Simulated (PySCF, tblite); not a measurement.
# CH₇NOSi₂ (triplet), a small gas-phase stand-in for a defect centre: EPR parameters

Wanted: the EPR parameters for `[SiH3]N[C]O[SiH3]`. It is drawn as: twofold C.

Programs: tblite 0.8.0 and PySCF 2.14.0. All values are calculated, for the isolated system unless a continuum is named. Atoms count from 0, parts from 1.

## 1. The system as given

12 atoms, charge 0, multiplicity 3; geometry: distance geometry start.

## 2. Relaxing the cluster with GFN2-xTB

Job settings and geometry (Å):

```
{"job": {"kind": "relax", "xc": "GFN2-xTB", "basis": "xTB"}, "charge": 0, "multiplicity": 3}
C     -0.779258    -0.789843    -1.396582
O     -1.308872     0.461135    -1.675080
Si    -1.228023     1.870520    -0.579691
N     -0.005001    -1.971377    -1.138368
Si     1.343480    -1.815033     0.091858
H     -1.471736     1.445179     0.757753
H     -2.227974     2.810596    -0.959344
H      0.010932     2.466773    -0.686068
H     -0.527498    -2.838752    -1.110476
H      1.342615    -2.925566     0.963978
H      1.175834    -0.599638     0.845946
H      2.581015    -1.766164    -0.581303
```

With the program's defaults for keys left out, this is: GFN2-xTB geometry optimisation, gas phase.

Command:

```bash
$ OMP_NUM_THREADS=1 python cluster_run.py task.json out
```

This one command runs all jobs of the session in turn.

The program printed:

```text
step      E/eV     max force
  0    -435.82638    3.469
  1    -436.32590    2.480
  2    -436.75533    1.859
  3    -436.95978    1.632
  4    -437.13130    1.513
  5    -437.19425    0.732
  6    -437.25148    0.499
  7    -437.28072    0.631
  8    -437.36063    0.834
  9    -437.42075    0.633
 10    -437.45293    0.441
 11    -437.46816    0.245
 12    -437.47735    0.268
 13    -437.48916    0.285
 14    -437.49908    0.287
 15    -437.50607    0.200
 16    -437.51071    0.194
 17    -437.51425    0.147
 18    -437.51654    0.109
 19    -437.51834    0.105
 20    -437.52010    0.105
 21    -437.52213    0.138
 22    -437.52380    0.121
 23    -437.52493    0.105
 24    -437.52604    0.115
 25    -437.52787    0.121
 26    -437.53053    0.173
 27    -437.53316    0.143
 28    -437.53460    0.069
 29    -437.53511    0.053
 30    -437.53559    0.072
 31    -437.53646    0.108
 32    -437.53764    0.117
 33    -437.53885    0.082
 34    -437.53970    0.075
 35    -437.54031    0.079
 36    -437.54082    0.064
 37    -437.54124    0.047
 38    -437.54159    0.060
 39    -437.54198    0.064
 40    -437.54252    0.068
 41    -437.54319    0.081
 42    -437.54372    0.058
 43    -437.54396    0.036
 44    -437.54409    0.034
 45    -437.54431    0.048
 46    -437.54473    0.068
 47    -437.54539    0.081
 48    -437.54605    0.068
 49    -437.54643    0.051
 50    -437.54664    0.051
 51    -437.54686    0.059
 52    -437.54731    0.072
 53    -437.54811    0.081
 54    -437.54921    0.080
 55    -437.55037    0.075
 56    -437.55159    0.102
 57    -437.55344    0.212
 58    -437.55592    0.372
 59    -437.55949    0.318
 60    -437.56013    0.501
 61    -437.56742    0.565
 62    -437.56606    0.490
 63    -437.57465    0.149
 64    -437.57485    0.247
 65    -437.57887    0.122
 66    -437.58115    0.097
 67    -437.58494    0.186
 68    -437.58663    0.158
 69    -437.58832    0.149
 70    -437.59017    0.165
 71    -437.59226    0.180
 72    -437.59431    0.132
 73    -437.59587    0.117
 74    -437.59648    0.114
 75    -437.59703    0.051
 76    -437.59721    0.034
 77    -437.59746    0.038
 78    -437.59770    0.046
 79    -437.59796    0.049
 80    -437.59811    0.034
 81    -437.59819    0.014
 82    -437.59821    0.015
 83    -437.59823    0.015
 84    -437.59826    0.015
 85    -437.59830    0.017
 86    -437.59834    0.017
 87    -437.59838    0.012
 88    -437.59840    0.010
 89    -437.59841    0.009
 90    -437.59842    0.007
```

Wall time 2 s (1 thread of Arm Neoverse V1, shared host).

Relaxation path:

```tsv
step	energy from step 0 (eV)	largest force (eV/Å)
0	0.0000	3.4684
3	-1.1334	1.6318
6	-1.4251	0.4985
9	-1.5944	0.6332
12	-1.6510	0.2682
15	-1.6797	0.2001
18	-1.6902	0.1090
21	-1.6958	0.1382
24	-1.6997	0.1156
27	-1.7068	0.1426
30	-1.7092	0.0721
33	-1.7125	0.0818
36	-1.7144	0.0636
39	-1.7156	0.0641
42	-1.7173	0.0572
45	-1.7179	0.0477
48	-1.7197	0.0682
51	-1.7205	0.0587
54	-1.7228	0.0795
57	-1.7271	0.2123
60	-1.7338	0.5014
63	-1.7483	0.1493
66	-1.7548	0.0971
69	-1.7619	0.1490
72	-1.7679	0.1318
75	-1.7707	0.0517
78	-1.7713	0.0457
81	-1.7718	0.0140
84	-1.7719	0.0145
87	-1.7720	0.0127
90	-1.7720	0.0075
```

Close pairs (by a distance rule), those that changed most:

```tsv
bond	before (Å)	after (Å)	change (Å)
O1–Si2	1.787	1.631	-0.156
Si2–H7	1.379	1.469	+0.090
C0–N3	1.436	1.350	-0.086
N3–Si4	1.832	1.748	-0.084
C0–O1	1.387	1.306	-0.081
Si4–H11	1.410	1.459	+0.049
Si4–H9	1.412	1.461	+0.049
Si2–H5	1.424	1.469	+0.044
```

## 3. Relaxing the molecule at PBE0-D3(BJ)/def2-SVP

Job settings and geometry (Å):

```
{"job": {"xc": "PBE0", "basis": "def2-SVP", "d3": "d3bj", "grid": 2, "kind": "geom", "shake": 0.01}, "charge": 0, "multiplicity": 3}
C     -0.651530    -0.635168    -1.285226
O     -1.053746     0.628933    -1.157372
Si    -0.987014     1.883210    -0.122130
N     -0.116271    -1.473288    -0.398146
Si     1.335494    -1.248626     0.481860
H     -1.558633     1.523778     1.179257
H     -1.720138     2.860398    -0.871145
H      0.443238     2.287239     0.120152
H     -0.747876    -2.248552    -0.111070
H      1.612409    -2.577102     1.032951
H      1.148893    -0.283239     1.599177
H      2.333664    -0.745169    -0.451308
```

The program printed:

```text
step   0  E = -750.42389063  max force = 0.028799
step   1  E = -750.43383797  max force = 0.007296
step   2  E = -750.43507881  max force = 0.005201
step   3  E = -750.43619692  max force = 0.005691
step   4  E = -750.43662830  max force = 0.004716
step   5  E = -750.43713568  max force = 0.001710
step   6  E = -750.43727755  max force = 0.001335
step   7  E = -750.43736790  max force = 0.001536
step   8  E = -750.43768573  max force = 0.002935
step   9  E = -750.43782334  max force = 0.002153
step  10  E = -750.43799436  max force = 0.001809
step  11  E = -750.43807614  max force = 0.001355
step  12  E = -750.43814160  max force = 0.001479
step  13  E = -750.43819207  max force = 0.000953
step  14  E = -750.43822538  max force = 0.000792
step  15  E = -750.43823914  max force = 0.000761
step  16  E = -750.43824591  max force = 0.000684
step  17  E = -750.43824991  max force = 0.000420
optimisation converged
```

Wall time 3.4 min (1 thread of Arm Neoverse V1, shared host); peak memory 0.6 GiB.

Step by step:

```tsv
step	energy from step 0 (eV)	largest force component (eV/Å)
0	0.0000	1.4809
1	-0.2707	0.3752
2	-0.3044	0.2674
3	-0.3349	0.2926
4	-0.3466	0.2425
5	-0.3604	0.0879
6	-0.3643	0.0686
7	-0.3667	0.0790
8	-0.3754	0.1509
9	-0.3791	0.1107
10	-0.3838	0.0930
11	-0.3860	0.0697
12	-0.3878	0.0761
13	-0.3892	0.0490
14	-0.3901	0.0407
15	-0.3904	0.0391
16	-0.3906	0.0352
17	-0.3907	0.0216
```

Close pairs (by a distance rule), those that changed most:

```tsv
bond	before (Å)	after (Å)	change (Å)
O1–Si2	1.628	1.695	+0.067
Si2–H6	1.433	1.486	+0.053
N3–Si4	1.712	1.758	+0.046
Si4–H11	1.456	1.494	+0.038
C0–N3	1.333	1.369	+0.036
Si4–H9	1.465	1.494	+0.029
Si2–H5	1.466	1.492	+0.026
N3–H8	1.040	1.023	-0.017
```

The next job starts from the end point, and lists it.

```tsv
at the end point	value
point group (found at 0.08 Å tolerance)	C1
rotational constants (GHz, main isotopes)	6.628, 1.503, 1.298
dipole moment (D)	1.53
⟨S²⟩	2.005
```

## 4. EPR parameters: B3LYP/IGLO-III+pcH-1

Job settings and geometry (Å):

```
{"job": {"kind": "epr"}, "charge": 0, "multiplicity": 3}
C     -0.312917    -0.339399    -1.349426
O     -1.210777     0.651411    -1.264817
Si    -1.139703     1.883722    -0.103083
N     -0.083530    -1.307811    -0.409860
Si     1.403566    -1.352291     0.526787
H     -1.404959     1.325620     1.255366
H     -2.201957     2.852807    -0.478028
H      0.210708     2.517393    -0.126397
H     -0.663273    -2.149852    -0.457558
H      1.249068    -2.454199     1.523096
H      1.581112    -0.038508     1.212767
H      2.610875    -1.616206    -0.312697
```

With the program's defaults for keys left out, this is: UKS B3LYP, IGLO-III on C N O Si, pcH-1 on H, non-relativistic, mean-field spin-orbit, GIAO.

The program printed:

```text
UKS, coarse grid
  cycle   1  E = -751.23550306  |g| = 5.00e-01
  cycle   2  E = -751.03031276  |g| = 8.94e-01
  cycle   3  E = -751.31746893  |g| = 1.14e-01
  cycle   4  E = -751.32130945  |g| = 5.88e-02
  cycle   5  E = -751.32263241  |g| = 1.56e-02
  cycle   6  E = -751.32276329  |g| = 4.65e-03
  cycle   7  E = -751.32277622  |g| = 2.20e-03
  cycle   8  E = -751.32278053  |g| = 7.31e-04
UKS, final grid
  cycle   1  E = -751.32274786  |g| = 8.32e-04
  cycle   2  E = -751.32274756  |g| = 1.19e-03
  cycle   3  E = -751.32274824  |g| = 9.92e-05
  cycle   4  E = -751.32274824  |g| = 6.07e-05
  cycle   5  E = -751.32274824  |g| = 2.57e-05
E = -751.32274824 Eh   <S^2> = 2.0057 (exact 2.0000)
g shifts (ppm)      1          2          3
  rmc          -193       -193       -193
  gc             30        -31          9
  oz_so        -306        469        630
  total        -469        246        447
hyperfine (MHz)  atom isotope    a_iso     a_fc   dipolar eigenvalues
    0   13C     386.49     386.63    -66.55      5.03     61.53
    1   17O     -80.92     -80.97    -19.48      1.54     17.94
    2  29Si     -45.43     -45.50     -7.27      3.23      4.04
    3   14N      15.42      15.43     -4.75     -4.42      9.16
    4  29Si     -36.66     -36.69     -4.02      1.86      2.15
    5    1H       5.48       5.48     -2.03     -1.42      3.45
    6    1H       1.01       1.01     -1.68     -1.49      3.17
    7    1H      -0.77      -0.77     -2.49     -1.96      4.45
    8    1H      72.61      72.61     -7.77     -4.64     12.41
    9    1H       8.79       8.79     -1.61     -1.37      2.97
   10    1H       3.20       3.20     -2.43     -1.63      4.06
   11    1H       1.75       1.75     -2.15     -1.72      3.87
zero-field splitting (cm-1)  D = 0.6254  E = 0.0998  (spin-spin 0.4766, spin-orbit 0.1513)
```

It took 88 s on 1 thread of Arm Neoverse V1, shared host; peak memory 1 GiB.

Principal g values 2.00185, 2.00256, 2.00277; g(iso) = 2.00239, against 2.00232 for a free electron.

Hyperfine couplings, nucleus by nucleus at this fixed geometry (no averaging over rotations):

```tsv
nuclei	isotope	a(iso) (MHz)	a(iso) (G, at g = 2.0023)	largest dipolar term (MHz)
C0	13C	386.5	137.9	-66.6
O1	17O	-80.9	-28.9	-19.5
H8	1H	72.6	25.9	12.4
Si2	29Si	-45.4	-16.2	-7.3
Si4	29Si	-36.7	-13.1	-4.0
N3	14N	15.4	5.5	9.2
H9	1H	8.8	3.1	3.0
H5	1H	5.5	2.0	3.4
H10	1H	3.2	1.1	4.1
H11	1H	1.7	0.6	3.9
H6	1H	1.0	0.4	3.2
H7	1H	-0.8	-0.3	4.5
```

Zero-field splitting: D = 0.625 cm⁻¹ (spin-spin 0.477, spin-orbit 0.151), E = 0.100 cm⁻¹.

Mulliken spin populations:

```tsv
atom	value (e)
C0	1.67
O1	0.09
Si2	0.05
N3	0.06
Si4	0.04
H5	0.00
H6	0.00
H7	0.00
H8	0.06
H9	0.01
H10	0.00
H11	0.00
```

The fields below are evaluated on a grid from the run's orbitals.

ELF in a plane through or near 5 of the atoms.

Ten even steps from ' ' (0.00) to '@' (1.00):
```
                                                        
                                                        
                                                        
                  ::**%%**..                            
                  ##@@@@@@%%      ::--..                
                  %%@@@@@@@@    ::++**--                
                ..##@@@@@@@@    --**##++..              
            ..::....**@@@@%%    --****--::::====..      
            ::==..##--==++..    --..::  ++@@@@@@##      
          ..--++..**++..::      ....%%==##@@@@@@@@..    
            ::--::..**%%##++....++--::..@@@@@@@@@@..    
              ....++%%==--##::--##%%++::%%@@@@@@@@      
                  ==##----##::++%%%%**  ::%%@@@@++      
                  ++%%%%**++::--##%%##    ..==--        
                  ++%%%%==......++##++..                
                  --**++..      ..--::                  
                                                        
                                                        
                                                        
                                                        
```
The map spans 12.5 Å across and 8.8 Å up, centred on the molecule. Atoms in the plane (x, y in Å): Si2 (2.2, 0.2), N3 (-1.0, -1.0), Si4 (-2.0, 0.5), H6 (3.6, -0.1), H10 (-1.1, 1.7).

On the surface of density 0.002 e/bohr³ the electrostatic potential runs, from the 1st to the 99th percentile, from -0.97 V near O1 to 1.71 V near H8.

The spin density lies nearest to C0 70 %; O1 11 %; N3 9 %.

## 5. g tensor and hyperfine couplings: BHandHLYP/IGLO-III+pcH-1

Same as in step 4 but for these lines:

```diff
@@ -1,2 +1,2 @@
-{"job": {"kind": "epr"}, "charge": 0, "multiplicity": 3}
+{"job": {"kind": "epr", "xc": "BHandHLYP"}, "charge": 0, "multiplicity": 3}
 C     -0.312917    -0.339399    -1.349426
```

Level: UKS BHandHLYP, IGLO-III on C N O Si, pcH-1 on H, non-relativistic, mean-field spin-orbit, GIAO.

The program printed:

```text
UKS, coarse grid
  cycle   1  E = -751.09568409  |g| = 4.27e-01
  cycle   2  E = -751.08966280  |g| = 5.00e-01
  cycle   3  E = -751.17577105  |g| = 6.81e-02
  cycle   4  E = -751.17851993  |g| = 2.84e-02
  cycle   5  E = -751.17910319  |g| = 1.19e-02
  cycle   6  E = -751.17925594  |g| = 5.47e-03
  cycle   7  E = -751.17930065  |g| = 1.42e-03
  cycle   8  E = -751.17930455  |g| = 4.83e-04
UKS, final grid
  cycle   1  E = -751.17928346  |g| = 2.78e-04
  cycle   2  E = -751.17928356  |g| = 1.78e-04
  cycle   3  E = -751.17928358  |g| = 9.61e-05
  cycle   4  E = -751.17928360  |g| = 5.19e-05
  cycle   5  E = -751.17928360  |g| = 1.10e-05
E = -751.17928360 Eh   <S^2> = 2.0084 (exact 2.0000)
g shifts (ppm)      1          2          3
  rmc          -195       -195       -195
  gc             33        -37         13
  oz_so        -267        449        571
  total        -430        217        390
hyperfine (MHz)  atom isotope    a_iso     a_fc   dipolar eigenvalues
    0   13C     421.23     421.37    -69.91      6.59     63.33
    1   17O     -80.13     -80.18    -19.02      0.97     18.05
    2  29Si     -37.77     -37.82     -6.50      2.87      3.62
    3   14N      14.73      14.74     -4.65     -4.25      8.90
    4  29Si     -31.67     -31.70     -3.81      1.77      2.05
    5    1H       4.42       4.42     -1.98     -1.50      3.48
    6    1H       0.95       0.95     -1.63     -1.49      3.11
    7    1H      -1.59      -1.59     -2.49     -2.04      4.53
    8    1H      71.25      71.24     -7.76     -4.62     12.38
    9    1H       7.59       7.59     -1.55     -1.34      2.89
   10    1H       2.57       2.57     -2.41     -1.73      4.14
   11    1H       0.68       0.68     -2.16     -1.77      3.94
zero-field splitting (cm-1)  D = 0.8021  E = 0.1138  (spin-spin 0.5317, spin-orbit 0.2742)
```

Run time: 97 s. Hardware: 1 thread of Arm Neoverse V1, shared host; peak memory 0.93 GiB.

In short: g(iso) 2.00238.

## 6. Run by run: EPR parameters

g, ⟨S²⟩ and isotropic hyperfine couplings (MHz), with basis size and wall time:

```tsv
run	g(iso)	⟨S²⟩	13C C0	17O O1	1H H8	29Si Si2	29Si Si4	functions	time
B3LYP/IGLO-III+pcH-1	2.00239	2.006	386.5	-80.9	72.6	-45.4	-36.7	263	88 s
BHandHLYP/IGLO-III+pcH-1	2.00238	2.008	421.2	-80.1	71.2	-37.8	-31.7	263	97 s
```

## 7. Summary of results

| quantity | value |
| --- | --- |
| point group | C1 |
| rotational constants (main isotopes) | 6.63, 1.50, 1.30 GHz |
| D, E (B3LYP) | 0.625, 0.100 cm⁻¹ |
| g(iso) (B3LYP) | 2.00239 |
| ⟨S²⟩ | 2.006 (exact 2.00) |
| largest a(iso) | 13C on C0, 386.5 MHz |
| potential on the surface of density 0.002 e/bohr³, 1st and 99th percentile | -0.97 V and 1.71 V |

The start of the PBE0/def2-SVP relaxation was shaken at random by about 0.01 Å, so part of the energy gained, and of the first lengths quoted, undoes that. The optimisation took 17 steps and gained 0.391 eV; among the close pairs (by a distance rule), O1–Si2 changed most, from 1.628 to 1.695 Å (PBE0/def2-SVP). Most of the unpaired spin sits on C0 (1.67 e). The isotropic g lies 0.1 ppt above the free-electron value. The coupling of 13C on C0 runs from 386.5 (B3LYP/IGLO-III+pcH-1) to 421.2 MHz (BHandHLYP/IGLO-III+pcH-1). The triplet was assumed; the singlet may lie lower. A capped cluster stands for the solid here, so long-range fields and strain are missing, and bands or shifts of the capping hydrogens have no counterpart in it.
